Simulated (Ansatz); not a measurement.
Relaxation of a periodic cell of 13 atoms, Sc$_{12}$F (host Sc, host structure hcp, interstitial F), to a largest force component of 0.03 eV/Å in at most 60 steps.

Method: DFT PBE, scalar-relativistic, plane waves, PAW (Ansatz 0.2.0). Settings: cutoff 420 eV, k mesh 3x2x3, gaussian smearing 0.05 eV, no spin polarisation.

```xyz
13
Lattice="6.6200 0.0000 0.0000 -4.9650 8.5996 0.0000 0.0000 0.0000 5.2761" Properties=species:S:1:pos:R:3
Sc 0.000 0.000 0.000
Sc 0.000 1.911 2.638
Sc -1.655 2.867 0.000
Sc -1.655 4.778 2.638
Sc -3.310 5.733 0.000
Sc -3.310 7.644 2.638
Sc 3.310 0.000 0.000
Sc 3.310 1.911 2.638
Sc 1.655 2.867 0.000
Sc 1.655 4.778 2.638
Sc 0.000 5.733 0.000
Sc 0.000 7.644 2.638
F 1.681 1.024 3.968
```

Task: Where does it end, and by what steps?

Result: It converged. The force dipped under the threshold on the way, but the program's further checks kept it going. Limits of this set-up: coarse k mesh, odd electron count without spin, a small cell, in which the defect meets its images, a typed lattice constant that wasn't relaxed here. After 5 steps the energy has fallen by 0.045 eV; F13 moved furthest, 0.07 Å.

```
step  energy less start (eV)  largest force component (eV/Å)  accepted
   0                  0.0000                           0.325       yes
   1                 -0.0294                           0.233       yes
   2                 -0.0402                           0.138       yes
   3                 -0.0415                           0.105       yes
   4                 -0.0448                           0.007       yes
   5                 -0.0448                           0.007       yes
```

```xyz
13
Lattice="6.6200 0.0000 0.0000 -4.9650 8.5996 0.0000 0.0000 0.0000 5.2761" Properties=species:S:1:pos:R:3
Sc -0.028 -0.004 0.020
Sc -0.027 1.925 2.624
Sc -1.653 2.878 -0.007
Sc -1.657 4.777 2.624
Sc -3.314 5.731 -0.006
Sc -3.307 7.617 2.614
Sc 3.340 -0.004 0.017
Sc 3.342 1.925 2.621
Sc 1.656 2.904 0.026
Sc 1.662 4.791 2.645
Sc 0.006 5.744 0.014
Sc 0.002 7.643 2.647
F 1.657 0.961 3.958
```

Whether the end is a true minimum wasn't checked by a vibrational analysis.

The run took 29 s on 4 threads of Intel(R) Xeon(R) Platinum 8259CL CPU @ 2.50GHz (Skylake/Cascade Lake), with other jobs on the host, peak memory 1 GiB.
